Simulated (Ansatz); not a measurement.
# CH₃AlClFS: up Jacob's ladder to CCSD(T)

One table from this session's results is given with a row withheld; the runs are named, their logs left out.

Method: functionals in def2-TZVPP, the program's frozen cores in correlated methods; program: Ansatz 0.2.0, Gaussian basis.

Plan: LDA (SPW92), PBE-D4, revPBE-D4, BLYP-D4, r2SCAN-D4, B97M-V, PBE0-D4, B3LYP-D4, r2SCANh-D4, r2SCAN0-D4, HSE06-D4, BHLYP-D4, CAM-B3LYP-D4, LC-ωPBE, ωB97X-V, ωB97M-V, B2PLYP, PBE-QIDH; CCSD(T)/def2-SVP; CCSD(T)/def2-TZVPP; MP2/def2-QZVPP; extrapolation to the limit; RPA on PBE.

## Structure used throughout

All runs share one geometry, relaxed beforehand with PBE0-D4 in a triple-zeta def2 set.

8 atoms, charge 0, spin multiplicity 1.

Atoms are counted from 1 here; the program's logs count them from 0.

Bond lengths: C1–S2 1.828 Å, C1–H6 1.088 Å, C1–H7 1.089 Å, C1–H8 1.089 Å, S2–Al3 2.145 Å, Al3–F4 1.644 Å, Al3–Cl5 2.075 Å. Angles: S2–C1–H6 112.0°, S2–C1–H7 108.2°, S2–C1–H8 108.2°, H6–C1–H7 109.4°, H6–C1–H8 109.4°, H7–C1–H8 109.5°, C1–S2–Al3 101.2°, S2–Al3–F4 119.5°, S2–Al3–Cl5 121.4°, F4–Al3–Cl5 119.1°.

Set-up of the first run:

in.yaml reads:

```yaml
crystal:
  periodic: [false, false, false]
  atoms:
    - {symbol: C, position_ang: [0.034789, 1.398071, 0.280008]}
    - {symbol: S, position_ang: [-0.499251, 0.366265, -1.131148]}
    - {symbol: Al, position_ang: [-0.046089, -1.600494, -0.404083]}
    - {symbol: F, position_ang: [0.611252, -1.778814, 1.091809]}
    - {symbol: Cl, position_ang: [-0.418574, -3.289550, -1.550471]}
    - {symbol: H, position_ang: [0.427976, 0.798278, 1.098316]}
    - {symbol: H, position_ang: [0.806506, 2.081523, -0.070367]}
    - {symbol: H, position_ang: [-0.824508, 1.967722, 0.630036]}
basis:
  gaussian: {orbitals: def2-TZVPP}
hamiltonian: {xc: lda}
output: {orbitals: {seedname: orbitals}}
```

Among the steps run: LDA; PBE-D4 (GGA); revPBE-D4 (GGA); BLYP-D4 (GGA); r2SCAN-D4 (meta-GGA); B97M-V (meta-GGA); PBE0-D4 (hybrid); B3LYP-D4 (hybrid); r2SCANh-D4 (hybrid); r2SCAN0-D4 (hybrid); HSE06-D4 (hybrid); BHLYP-D4 (hybrid); CAM-B3LYP-D4 (range-separated); LC-ωPBE-D4 (range-separated; the results give it without D4); ωB97X-V (range-separated); ωB97M-V (range-separated); B2PLYP (double hybrid); PBE-QIDH (double hybrid).

One table of the session follows, with a row left open; its other results are not shown here.

It belongs to the step «Frontier levels by functional». 

```
  functional  HOMO (eV)  gap (eV)
 LDA (SPW92)      -6.53      4.48
      PBE-D4      -6.40      4.64
   revPBE-D4      -6.34      4.74
     BLYP-D4      -6.22      4.54
   r2SCAN-D4      -6.66      5.33
      B97M-V      -6.73      5.22
     PBE0-D4      -7.60      6.69
    B3LYP-D4      -7.35      6.16
  r2SCANh-D4      -7.10      6.04
  r2SCAN0-D4      -7.77      7.11
    HSE06-D4          ?         ?
    BHLYP-D4      -8.65      8.53
CAM-B3LYP-D4      -8.90      8.90
     LC-ωPBE     -10.30     11.56
     ωB97X-V      -9.94     11.01
     ωB97M-V      -9.76     10.53
```

Q: Estimate the row for HSE06-D4 from the others.

**Answer.** HOMO (eV): -7.20; gap (eV): 5.92. In the column «HOMO (eV)» it lies between B3LYP-D4 (-7.35) and r2SCANh-D4 (-7.10).
